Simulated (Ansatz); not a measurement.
Ba2Tl5V3O12:

```
Ba V Tl O
1.0
     8.15421    0.00000    0.00000
    -4.07711    7.06176    0.00000
     0.00000    0.00000    6.92128
Ba V Tl O
2 3 5 12
Direct
  0.00000 0.00000 0.23552
  0.00000 0.00000 0.76448
  0.50000 0.00000 0.00000
  0.00000 0.50000 0.00000
  0.50000 0.50000 0.00000
  0.50000 0.00000 0.50000
  0.00000 0.50000 0.50000
  0.50000 0.50000 0.50000
  0.33333 0.66667 0.22489
  0.66667 0.33333 0.77511
  0.33890 0.34334 0.81444
  0.65666 0.99556 0.81444
  0.00444 0.66110 0.81444
  0.34334 0.33890 0.18556
  0.99556 0.65666 0.18556
  0.66110 0.00444 0.18556
  0.66110 0.65666 0.18556
  0.34334 0.00444 0.18556
  0.99556 0.33890 0.18556
  0.65666 0.66110 0.81444
  0.00444 0.34334 0.81444
  0.33890 0.99556 0.81444
```

The cell was built by a generator and needn't be a form met in nature.

Base run:

| Quantity | Value |
| --- | --- |
| Program | Ansatz 0.2.0 |
| Functional | RPBE |
| Potentials or basis | Ansatz PAW |
| Cutoff | 420 eV (not typed: the program's choice for these potentials) |
| k mesh | 4 × 4 × 4 |
| Occupations | fermi-dirac, width 0.05 eV |
| Spin | collinear spin, ferromagnetic start |
| Starting moments | [0.0, 0.0, 2.0, 2.0, 2.0, 0.0, 0.0, 0.0, 0.0, 0.0, 0.0, 0.0, 0.0, 0.0, 0.0, 0.0, 0.0, 0.0, 0.0, 0.0, 0.0, 0.0] μB |

Its results: band gap on the k mesh none (metal or under the smearing width); pressure 3.1 GPa; net moment 0.00 μB per cell; largest force 0.090 eV/Å.

Problem. After a change of settings the same cell gave: band gap on the k mesh none (metal or under the smearing width); pressure 0.2 GPa; net moment 0.00 μB per cell; largest force 0.055 eV/Å. Which change was it?
A. functional from RPBE to PBEsol
B. functional from RPBE to PBE
C. functional from RPBE to revPBE

Solution. B.

PBE binds more tightly than RPBE, so the same cell stands under less pressure.

Caveats: semilocal functionals often make such compounds metallic where correlation or magnetic order opens a gap, which also shifts bond lengths; the starting moments weren't kept; spin-orbit coupling is left out, which moves the levels of the heavy elements (some runs); the PAW data sets come from PBE, with cores solved anew for the run's functional, which leaves a small shift of forces and pressure (some runs).
